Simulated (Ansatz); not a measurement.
# CH₅GaO₂S: relaxing the structure

Aim: relax CH₅GaO₂S from a cheap starting geometry.

Computed with Ansatz 0.2.0, Gaussian basis. Level: RKS PBE0-D4/def2-TZVP.

Plan: relaxation at PBE0-D4/def2-TZVP.

1 further run of the same task is left out (set aside as unsound or not needed).

### Step 1. Starting geometry

10 atoms, charge 0, spin multiplicity 1.

Atoms are counted from 1 here; the program's logs count them from 0.

Bond lengths: C1–O2 1.415 Å, C1–H6 1.093 Å, C1–H7 1.094 Å, C1–H8 1.093 Å, O2–Ga3 1.765 Å, Ga3–O4 1.744 Å, Ga3–S5 2.216 Å, O4–H9 0.956 Å, S5–H10 1.327 Å. Angles: O2–C1–H6 109.1°, O2–C1–H7 112.4°, O2–C1–H8 108.3°, H6–C1–H7 108.8°, H6–C1–H8 109.4°, H7–C1–H8 108.8°, C1–O2–Ga3 136.1°, O2–Ga3–O4 114.4°, O2–Ga3–S5 129.2°, O4–Ga3–S5 116.4°, Ga3–O4–H9 120.8°, Ga3–S5–H10 89.5°.

The start is a GFN2-xTB geometry.

### Step 2. Geometry optimisation, PBE0-D4/def2-TZVP

File in.yaml:

```yaml
crystal:
  periodic: [false, false, false]
  atoms:
    - {symbol: C, position_ang: [0.385820, -1.208290, -1.536110]}
    - {symbol: O, position_ang: [0.706000, -0.460870, -0.377940]}
    - {symbol: Ga, position_ang: [-0.170140, 0.582830, 0.744460]}
    - {symbol: O, position_ang: [0.804710, 1.226600, 2.039880]}
    - {symbol: S, position_ang: [-2.304380, 1.178320, 0.726640]}
    - {symbol: H, position_ang: [0.476480, -2.273660, -1.310210]}
    - {symbol: H, position_ang: [-0.627640, -1.008350, -1.894990]}
    - {symbol: H, position_ang: [1.096500, -0.942810, -2.322680]}
    - {symbol: H, position_ang: [1.735300, 1.015550, 2.103230]}
    - {symbol: H, position_ang: [-2.102640, 1.890670, 1.827720]}
basis:
  gaussian: {orbitals: def2-TZVP}
hamiltonian: {xc: pbe0, dispersion: d4}
relax: {f_tol: 0.005, max_steps: 150}
```

Command:

```console
$ ansatz run in.yaml --threads 2 --pin off --events-out ev --progress --plain --max-ram 32768MiB --backend cuda --devices 0, --max-vram 18GiB
```

Q: Predict the results of all the runs planned. Wanted: point group; shift from the start; total energy; dispersion term; dipole moment.

The runs gave:

```
                  quantity           value
               point group              C1
                     steps               8
shift from the start (rms)         0.223 Å
              total energy  -68414.7152 eV
           dispersion term        -189 meV
             dipole moment          0.67 D
```

**Reading.** The relaxed geometry lies 0.22 Å (rms) from the start; the bond that changed most is Ga3–S5, from 2.216 to 2.185 Å. No vibrations were run, so it is not proven to be a minimum. The largest Mulliken charge, +0.59 e, sits on Ga3.
